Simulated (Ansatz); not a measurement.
# C2H10AlNSi: two geometries relaxed

Are the two ends of the rotation by 180° about the C4–N5 bond separate minima, and which lies lower? Each is relaxed from a guess. SMILES of the start: C[SiH]([AlH2])CN.

Program: Ansatz 0.2.0. Level of theory: RKS PBE-D4/def2-SVP. These are calculated values, not measurements.

## 1. The structure to begin with

Bond lengths: C1–Si2 1.803 Å, Si2–Al3 2.345 Å, Si2–C4 1.943 Å, C4–N5 1.432 Å, C1–H6 1.112 Å, C1–H7 1.129 Å, C1–H8 1.163 Å, Si2–H9 1.423 Å, Al3–H10 1.626 Å, Al3–H11 1.609 Å, C4–H12 1.066 Å, C4–H13 1.152 Å, N5–H14 1.056 Å, N5–H15 1.034 Å. Angles (14 of 24 angles, heavy atoms first): C1–Si2–Al3 108.3°, C1–Si2–C4 111.1°, Al3–Si2–C4 110.3°, Si2–C4–N5 107.4°, C1–Si2–H9 109.9°, Al3–Si2–H9 108.3°, C4–Si2–H9 108.9°, Si2–C1–H6 113.6°, Si2–C1–H7 111.9°, Si2–C1–H8 109.9°, Si2–Al3–H10 120.2°, Si2–Al3–H11 121.4°, Si2–C4–H12 108.7°, Si2–C4–H13 102.4°.

As a file:

```xyz
15

C    -1.8370    0.4082   -0.3170
Si   -0.3405   -0.5658   -0.5637
Al   -0.0548   -1.9603    1.2998
C     1.2106    0.5817   -0.7929
N     1.2508    1.4770    0.3240
H    -2.7578   -0.2075   -0.2200
H    -1.7578    1.0799    0.5864
H    -1.9955    1.1250   -1.2184
H    -0.4810   -1.3856   -1.7182
H     1.2364   -2.9445    1.3957
H    -1.0693   -1.9093    2.5476
H     2.0801   -0.0309   -0.8705
H     0.9379    1.1792   -1.7394
H     1.5484    0.9498    1.1897
H     2.0078    2.1524    0.1263
```

## 2. Relaxing end A

Input file input.yaml:

```yaml
crystal:
  periodic: [false, false, false]
  atoms:
    - { symbol: C, position_ang: [-1.837, 0.4082, -0.317] }
    - { symbol: Si, position_ang: [-0.3405, -0.5658, -0.5637] }
    - { symbol: Al, position_ang: [-0.0548, -1.9603, 1.2998] }
    - { symbol: C, position_ang: [1.2106, 0.5817, -0.7929] }
    - { symbol: "N", position_ang: [1.2508, 1.477, 0.324] }
    - { symbol: H, position_ang: [-2.7578, -0.2075, -0.22] }
    - { symbol: H, position_ang: [-1.7578, 1.0799, 0.5864] }
    - { symbol: H, position_ang: [-1.9955, 1.125, -1.2184] }
    - { symbol: H, position_ang: [-0.481, -1.3856, -1.7182] }
    - { symbol: H, position_ang: [1.2364, -2.9445, 1.3957] }
    - { symbol: H, position_ang: [-1.0693, -1.9093, 2.5476] }
    - { symbol: H, position_ang: [2.0801, -0.0309, -0.8705] }
    - { symbol: H, position_ang: [0.9379, 1.1792, -1.7394] }
    - { symbol: H, position_ang: [1.5484, 0.9498, 1.1897] }
    - { symbol: H, position_ang: [2.0078, 2.1524, 0.1263] }
basis:
  gaussian: { orbitals: def2-SVP }
hamiltonian:
  xc: pbe
  dispersion: d4
relax:
  f_tol: 0.015
  max_steps: 40
output:
  orbitals: {}
```

Launch:

```console
ansatz run input.yaml --threads 2 --pin off --max-ram 3072MiB --backend cpu --events-out ev --progress --plain --runs-dir out
```

Standard output (excerpt; [...] marks lines left out):

```text
Warning: RAYON_NUM_THREADS=2 ignored (pool sized by the plan → 2); use --threads N
[...]
Functional definition: PBE
[...]
1457 factors; their error is unknown
[...]
mean field -18180.15829408 eV, -668.1084943535 hartree, gradient 3.1e-5 eV, S^2 0.000000; 0 other end points of the search recorded, 0 dependent functions left out
[...]
reference -18180.15834008 eV, -668.1084960439 hartree; 28, 28 occupied and 100, 100 virtual orbitals, 1457 factors
relax step   1: F+E_penalty+E_count = -18180.49336350 eV  Δ(F+E_penalty+E_count) = +0.000e0 eV  max|allowed force component| = 2.490e0 eV/Å  Δτ_max = 0.0000 Å  (29 SCF iters, accepted)
[...]
relax step   6: F+E_penalty+E_count = -18181.01807988 eV  Δ(F+E_penalty+E_count) = -4.284e-3 eV  max|allowed force component| = 1.164e-1 eV/Å  Δτ_max = 0.1464 Å  (27 SCF iters, accepted)
[...]
relax step  11: F+E_penalty+E_count = -18181.05082290 eV  Δ(F+E_penalty+E_count) = -8.130e-3 eV  max|allowed force component| = 8.302e-2 eV/Å  Δτ_max = 0.1950 Å  (27 SCF iters, accepted)
[...]
relax step  16: F+E_penalty+E_count = -18181.08072165 eV  Δ(F+E_penalty+E_count) = -7.806e-3 eV  max|allowed force component| = 2.678e-1 eV/Å  Δτ_max = 0.1463 Å  (28 SCF iters, accepted)
[...]
relax step  21: F+E_penalty+E_count = -18181.32542743 eV  Δ(F+E_penalty+E_count) = -9.923e-2 eV  max|allowed force component| = 4.198e-1 eV/Å  Δτ_max = 0.1958 Å  (28 SCF iters, accepted)
relax step  22: F+E_penalty+E_count = -18181.44858341 eV  Δ(F+E_penalty+E_count) = -1.232e-1 eV  max|allowed force component| = 3.956e-1 eV/Å  Δτ_max = 0.1953 Å  (29 SCF iters, accepted)
```

## 3. The output, continued: end point A relaxed

Output, continued (excerpt; [...] marks lines left out):

```text
relax step  23: F+E_penalty+E_count = -18181.58605187 eV  Δ(F+E_penalty+E_count) = -1.375e-1 eV  max|allowed force component| = 3.617e-1 eV/Å  Δτ_max = 0.1952 Å  (27 SCF iters, accepted)
[...]
relax step  26: F+E_penalty+E_count = -18181.88200739 eV  Δ(F+E_penalty+E_count) = -7.610e-2 eV  max|allowed force component| = 3.608e-1 eV/Å  Δτ_max = 0.1916 Å  (28 SCF iters, accepted)
[...]
relax step  29: F+E_penalty+E_count = -18181.98981656 eV  Δ(F+E_penalty+E_count) = -3.939e-2 eV  max|allowed force component| = 1.152e-1 eV/Å  Δτ_max = 0.1438 Å  (29 SCF iters, accepted)
[...]
relax step  32: F+E_penalty+E_count = -18182.00329307 eV  Δ(F+E_penalty+E_count) = -3.257e-3 eV  max|allowed force component| = 1.326e-1 eV/Å  Δτ_max = 0.0830 Å  (29 SCF iters, accepted)
[...]
Atom 5 at    -3.051636    -0.078696    -0.623101 Å, force     0.003253     0.001641     0.000830 eV/Å
Atom 6 at    -2.097451     1.183246     0.201731 Å, force    -0.000118    -0.001468    -0.001747 eV/Å
Atom 7 at    -2.168904     1.141391    -1.596784 Å, force     0.000397     0.000151     0.000850 eV/Å
Atom 8 at    -0.625451    -1.418712    -2.002942 Å, force    -0.000128     0.000745     0.000407 eV/Å
Atom 9 at     1.686762    -2.429856     1.242200 Å, force    -0.000101     0.000693     0.001978 eV/Å
Atom 10 at    -0.118969    -1.055189     2.856702 Å, force     0.000610     0.000835    -0.000496 eV/Å
Atom 11 at     1.828024    -0.154471    -1.201733 Å, force    -0.001753    -0.000368     0.000536 eV/Å
Atom 12 at     1.034710     1.450967    -1.138515 Å, force    -0.000616    -0.001023    -0.000984 eV/Å
Atom 13 at     2.391498     0.649745     0.951555 Å, force    -0.004311     0.001100    -0.001163 eV/Å
Atom 14 at     0.882792     1.235450     1.242539 Å, force     0.000880    -0.002749    -0.002306 eV/Å
Dipole moment:     0.310974     0.801467    -0.163866 e Å
```

It took 1.9 min on 2 threads of Intel Xeon Platinum 8488C (Sapphire Rapids), shared host; peak memory 0.19 GiB.

Relaxation path, one in 2:

```tsv
step	energy from step 1 (eV)	largest force component (eV/Å)
1	0.0000	2.4896
3x	-0.4538	0.4587
5	-0.5204	0.0855
7	-0.5283	0.1356
9	-0.5387	0.1532
11	-0.5575	0.0830
13x	-0.5523	0.3550
15	-0.5796	0.0979
17	-0.5912	0.5170
19	-0.6699	0.1501
21	-0.8321	0.4198
23	-1.0927	0.3617
25	-1.3125	0.2214
27	-1.4392	0.3923
29	-1.4965	0.1152
31	-1.5067	0.1446
33	-1.5110	0.0467
35	-1.5115	0.0157
36	-1.5116	0.0057
```

Step 1 is the start. 2 steps were tried and not accepted (marked x).

After: Bond lengths (14 of 15 bonds, heavy atoms first): C1–Si2 1.907 Å, Si2–Al3 2.474 Å, Si2–C4 1.963 Å, Al3–N5 2.113 Å, C4–N5 1.508 Å, C1–H6 1.109 Å, C1–H7 1.110 Å, C1–H8 1.110 Å, Si2–H9 1.512 Å, Al3–H10 1.613 Å, Al3–H11 1.613 Å, C4–H12 1.109 Å, C4–H13 1.112 Å, N5–H14 1.032 Å. Angles (14 of 30 angles, heavy atoms first): C1–Si2–Al3 121.1°, C1–Si2–C4 109.3°, Al3–Si2–C4 77.1°, Si2–Al3–N5 72.2°, Si2–C4–N5 102.4°, Al3–N5–C4 99.6°, C1–Si2–H9 107.9°, Al3–Si2–H9 126.2°, C4–Si2–H9 107.6°, Si2–C1–H6 110.3°, Si2–C1–H7 111.2°, Si2–C1–H8 111.9°, Si2–Al3–H10 115.9°, Si2–Al3–H11 123.1°.

Pairs that crossed the distance rule for bonds on the way: came closer Al3–N5.

## 4. End point B

The second end starts from a geometry with the move made by hand.

input.yaml, as its differences from that of step 2:

```diff
@@ -16,4 +16,4 @@
     - { symbol: H, position_ang: [0.9379, 1.1792, -1.7394] }
-    - { symbol: H, position_ang: [1.5484, 0.9498, 1.1897] }
-    - { symbol: H, position_ang: [2.0078, 2.1524, 0.1263] }
+    - { symbol: H, position_ang: [0.97307, 2.44679, 0.01043] }
+    - { symbol: H, position_ang: [0.51004, 1.16337, 0.97301] }
 basis:
@@ -26,3 +26 @@
   max_steps: 40
-output:
-  orbitals: {}
```

Launch:

```console
ansatz run input.yaml --threads 2 --pin off --max-ram 3072MiB --backend cpu --events-out ev --progress --plain --runs-dir out
```

Standard output (excerpt; [...] marks lines left out):

```text
Warning: RAYON_NUM_THREADS=2 ignored (pool sized by the plan → 2); use --threads N
[...]
Functional definition: PBE
[...]
1457 factors; their error is unknown
[...]
mean field -18179.96369880 eV, -668.1013431090 hartree, gradient 3.0e-5 eV, S^2 0.000000; 0 other end points of the search recorded, 0 dependent functions left out
[...]
reference -18179.96374461 eV, -668.1013447926 hartree; 28, 28 occupied and 100, 100 virtual orbitals, 1457 factors
relax step   1: F+E_penalty+E_count = -18180.30376016 eV  Δ(F+E_penalty+E_count) = +0.000e0 eV  max|allowed force component| = 2.603e0 eV/Å  Δτ_max = 0.0000 Å  (30 SCF iters, accepted)
[...]
relax step   4: F+E_penalty+E_count = -18180.91283149 eV  Δ(F+E_penalty+E_count) = -8.133e-3 eV  max|allowed force component| = 6.423e-2 eV/Å  Δτ_max = 0.0602 Å  (28 SCF iters, accepted)
[...]
relax step   7: F+E_penalty+E_count = -18180.93405346 eV  Δ(F+E_penalty+E_count) = -9.614e-3 eV  max|allowed force component| = 9.613e-1 eV/Å  Δτ_max = 0.1952 Å  (27 SCF iters, accepted)
[...]
relax step  10: F+E_penalty+E_count = -18181.12647386 eV  Δ(F+E_penalty+E_count) = -5.210e-2 eV  max|allowed force component| = 4.329e-1 eV/Å  Δτ_max = 0.1762 Å  (28 SCF iters, accepted)
[...]
relax step  13: F+E_penalty+E_count = -18181.39863889 eV  Δ(F+E_penalty+E_count) = -1.317e-1 eV  max|allowed force component| = 3.603e-1 eV/Å  Δτ_max = 0.1953 Å  (29 SCF iters, accepted)
[...]
relax step  14: F+E_penalty+E_count = -18181.57072517 eV  Δ(F+E_penalty+E_count) = -1.721e-1 eV  max|allowed force component| = 4.026e-1 eV/Å  Δτ_max = 0.1951 Å  (28 SCF iters, accepted)
[...]
relax step  15: F+E_penalty+E_count = -18181.76817030 eV  Δ(F+E_penalty+E_count) = -1.974e-1 eV  max|allowed force component| = 4.001e-1 eV/Å  Δτ_max = 0.1964 Å  (28 SCF iters, accepted)
[...]
1457 factors; their error is unknown
mean field -18181.57437117 eV, -668.1605342266 hartree, gradient 2.6e-5 eV, S^2 0.000000; 0 other end points of the search recorded, 0 dependent functions left out
[...]
```

## 5. The log goes on: end point B relaxed

The log, continued (excerpt; [...] marks lines left out):

```text
reference -18181.57441760 eV, -668.1605359332 hartree; 28, 28 occupied and 100, 100 virtual orbitals, 1457 factors
relax step  16: F+E_penalty+E_count = -18181.93009745 eV  Δ(F+E_penalty+E_count) = -1.619e-1 eV  max|allowed force component| = 5.371e-1 eV/Å  Δτ_max = 0.1951 Å  (28 SCF iters, accepted)
[...]
relax step  18: F+E_penalty+E_count = -18181.99140474 eV  Δ(F+E_penalty+E_count) = -2.427e-2 eV  max|allowed force component| = 1.774e-1 eV/Å  Δτ_max = 0.0566 Å  (29 SCF iters, accepted)
[...]
relax step  20: F+E_penalty+E_count = -18182.00090114 eV  Δ(F+E_penalty+E_count) = -9.496e-3 eV  max|allowed force component| = 3.329e-2 eV/Å  Δτ_max = 0.0734 Å  (28 SCF iters, accepted)
[...]
relax step  22: F+E_penalty+E_count = -18182.00478358 eV  Δ(F+E_penalty+E_count) = -6.821e-4 eV  max|allowed force component| = 4.620e-2 eV/Å  Δτ_max = 0.0330 Å  (30 SCF iters, accepted)
[...]
Atom 5 at    -3.160863    -0.292292    -0.696011 Å, force     0.000353    -0.000238    -0.000193 eV/Å
Atom 6 at    -2.324694     1.046213     0.135517 Å, force     0.000064     0.000097     0.000456 eV/Å
Atom 7 at    -2.363293     0.989949    -1.663445 Å, force    -0.000190     0.000469    -0.000150 eV/Å
Atom 8 at    -0.610485    -1.437190    -2.030435 Å, force    -0.000053     0.000430    -0.000840 eV/Å
Atom 9 at     1.718724    -2.244672     1.260211 Å, force     0.000072    -0.000301     0.001285 eV/Å
Atom 10 at    -0.224610    -1.021235     2.836031 Å, force     0.000157     0.000159     0.000242 eV/Å
Atom 11 at     1.719567     0.020117    -1.186150 Å, force     0.000042    -0.000100    -0.000804 eV/Å
Atom 12 at     0.799656     1.557604    -1.151752 Å, force     0.000433    -0.000025     0.000608 eV/Å
Atom 13 at     2.170450     0.882895     0.972013 Å, force    -0.000625     0.001068     0.000592 eV/Å
Atom 14 at     0.612174     1.341236     1.228054 Å, force    -0.000123    -0.001073     0.000430 eV/Å
Dipole moment:     0.246124     0.823386    -0.161809 e Å
```

It took 77 s on 2 threads of Intel Xeon Platinum 8488C (Sapphire Rapids), shared host; peak memory 0.2 GiB.

The steps of the relaxation:

```tsv
step	energy from step 1 (eV)	largest force component (eV/Å)
1	0.0000	2.6030
2	-0.5373	0.9782
3	-0.6009	0.2506
4	-0.6091	0.0642
5	-0.6147	0.1056
6	-0.6207	0.0686
7	-0.6303	0.9613
8	-0.6993	0.5740
9	-0.7706	0.3769
10	-0.8227	0.4329
11	-0.8851	0.6055
12	-0.9632	0.5681
13	-1.0949	0.3603
14	-1.2670	0.4026
15	-1.4644	0.4001
16	-1.6263	0.5371
17	-1.6634	0.4401
18	-1.6876	0.1774
19x	-1.6863	0.1548
20	-1.6971	0.0333
21	-1.7003	0.0442
22	-1.7010	0.0462
23	-1.7012	0.0213
24x	-1.7011	0.0306
25	-1.7012	0.0024
```

Step 1 is the start. 2 steps were tried and not accepted (marked x).

After: Bond lengths (14 of 15 bonds, heavy atoms first): C1–Si2 1.907 Å, Si2–Al3 2.474 Å, Si2–C4 1.963 Å, Al3–N5 2.114 Å, C4–N5 1.508 Å, C1–H6 1.109 Å, C1–H7 1.110 Å, C1–H8 1.110 Å, Si2–H9 1.512 Å, Al3–H10 1.612 Å, Al3–H11 1.613 Å, C4–H12 1.109 Å, C4–H13 1.112 Å, N5–H14 1.032 Å. Angles (14 of 30 angles, heavy atoms first): C1–Si2–Al3 121.1°, C1–Si2–C4 109.3°, Al3–Si2–C4 77.1°, Si2–Al3–N5 72.2°, Si2–C4–N5 102.4°, Al3–N5–C4 99.6°, C1–Si2–H9 107.9°, Al3–Si2–H9 126.3°, C4–Si2–H9 107.6°, Si2–C1–H6 110.3°, Si2–C1–H7 111.2°, Si2–C1–H8 111.9°, Si2–Al3–H10 115.9°, Si2–Al3–H11 123.1°.

Pairs that crossed the distance rule for bonds on the way: came closer Al3–N5.

## 6. What came out

```
                           quantity                     value
                              end A  33 moves, 1.512 eV lower
                              end B  22 moves, 1.701 eV lower
largest difference between the ends                    0.01 Å
            end B relative to end A                 -0.000 eV
```

**Reading.** Both starts fell into the same minimum (no atom differs by more than 0.01 Å), so from this start no second minimum was found and no band was run; another arrangement could still be one.
